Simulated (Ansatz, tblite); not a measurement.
# The cluster Ag₆Sb+: rung by rung

How do method and basis change the picture of the cluster Ag₆Sb+ (singlet)?

Computed with Ansatz 0.2.0, Gaussian basis. Level: as each input shows.

The runs, in order: GFN1-xTB, GFN2-xTB, PBE-D4/def2-TZVP, r2SCAN-D4/def2-TZVP, LDA/def2-TZVP, ωB97X-V/def2-TZVP, HF/def2-TZVP, PBE-D4/def2-SVP, PBE0-D4/def2-SVP, MP2/def2-TZVP, RPA/def2-TZVP.

6 further runs of the same task are left out: 6 set aside as unsound or not needed. Runs told in other sessions of the task aren't counted.

**1. The structure**

The singlet was relaxed beforehand with r2SCAN-D4/def2-SVP. At that level it is the lowest of the isomers that a small search found.

7 atoms, charge 1, spin multiplicity 1.

Bond lengths: Sb1–Ag2 2.708 Å, Sb1–Ag3 2.708 Å, Sb1–Ag5 2.803 Å, Sb1–Ag7 2.803 Å, Ag2–Ag3 2.904 Å, Ag2–Ag4 2.911 Å, Ag2–Ag5 2.872 Å, Ag3–Ag4 2.910 Å, Ag3–Ag7 2.873 Å, Ag4–Ag5 2.793 Å, Ag4–Ag6 2.655 Å, Ag4–Ag7 2.793 Å, Ag5–Ag6 2.865 Å, Ag5–Ag7 2.728 Å, Ag6–Ag7 2.866 Å. Angles: Ag2–Sb1–Ag3 64.9°, Ag2–Sb1–Ag5 62.8°, Ag2–Sb1–Ag7 93.7°, Ag3–Sb1–Ag5 93.7°, Ag3–Sb1–Ag7 62.8°, Ag5–Sb1–Ag7 58.2°, Sb1–Ag2–Ag3 57.6°, Sb1–Ag2–Ag4 88.0°, Sb1–Ag2–Ag5 60.2°, Ag3–Ag2–Ag4 60.0°, Ag3–Ag2–Ag5 88.2°, Ag4–Ag2–Ag5 57.7°, Sb1–Ag3–Ag2 57.6°, Sb1–Ag3–Ag4 88.0°, Sb1–Ag3–Ag7 60.2°, Ag2–Ag3–Ag4 60.1°, Ag2–Ag3–Ag7 88.2°, Ag4–Ag3–Ag7 57.7° and more.

Ag, Sb take a core potential in the def2 sets. No spin-orbit coupling is included. The ion is computed in the gas phase, without counter-ions or solvent.

PBE0-D4/def2-TZVP was run before; its log isn't repeated, and its numbers join the tables.

**2. GFN1-xTB**

Tight binding, by tblite at 300 K electronic temperature and without a spin-polarisation term:

```python
tblite.interface.Calculator('GFN1-xTB', numbers, positions, charge=1, uhf=0).singlepoint()
```

Energy -684.0516 eV, HOMO -13.69 eV, LUMO -13.03 eV; 0.029 s.

**3. GFN2-xTB**

Tight binding, by tblite at 300 K electronic temperature and without a spin-polarisation term:

```python
tblite.interface.Calculator('GFN2-xTB', numbers, positions, charge=1, uhf=0).singlepoint()
```

Energy -690.0816 eV, HOMO -13.66 eV, LUMO -12.82 eV; 0.042 s.

**4. PBE-D4/def2-TZVP**

start.molden holds the orbitals of an earlier run on this state, given as this run's starting guess.

Input file in.yaml:

```yaml
crystal:
  periodic: [false, false, false]
  atoms:
    - {symbol: Sb, position_ang: [-0.621575, -0.562756, 2.107316]}
    - {symbol: Ag, position_ang: [-2.259223, -0.639816, -0.047916]}
    - {symbol: Ag, position_ang: [0.083927, -2.339500, 0.189527]}
    - {symbol: Ag, position_ang: [0.075722, -0.136675, -1.711594]}
    - {symbol: Ag, position_ang: [-0.546069, 1.628940, 0.360805]}
    - {symbol: Ag, position_ang: [1.611798, 2.016649, -1.483094]}
    - {symbol: Ag, position_ang: [1.655410, 0.033158, 0.584946]}
basis:
  gaussian: {orbitals: def2-TZVP, initial_orbitals: start.molden}
total_charge: 1
hamiltonian: {xc: pbe, dispersion: d4}
scf: {omitted_lower_state_checks: [starts]}
output: {forces: true, orbitals: {seedname: orbitals}}
```

The run is started by

```
$ ansatz run in.yaml --threads 4 --pin off --events-out ev --progress --plain --max-ram 4787MiB
```

Further steps of the session: r2SCAN-D4/def2-TZVP; LDA/def2-TZVP; ωB97X-V/def2-TZVP; HF/def2-TZVP; PBE-D4/def2-SVP; PBE0-D4/def2-SVP; MP2/def2-TZVP; RPA/def2-TZVP.

Q: Predict the results of all the runs planned. Wanted: gap in def2-TZVP, named functionals and Hartree-Fock, smallest and largest; correlation energy, MP2/def2-TZVP; PBE0 total energy, smallest basis above largest.

**Answer**, as computed:

| quantity | value |
| --- | --- |
| gap in def2-TZVP, named functionals and Hartree-Fock, smallest and largest | 0.86 eV (LDA), 5.66 eV (HF) |
| correlation energy, MP2/def2-TZVP | -90.64 eV |
| PBE0 total energy, smallest basis above largest | 6.30 eV (def2-SVP, def2-TZVP) |

In words: Over the named functionals and Hartree-Fock in def2-TZVP the gap runs from 0.86 eV (LDA) to 5.66 eV (HF); exact exchange widens it.
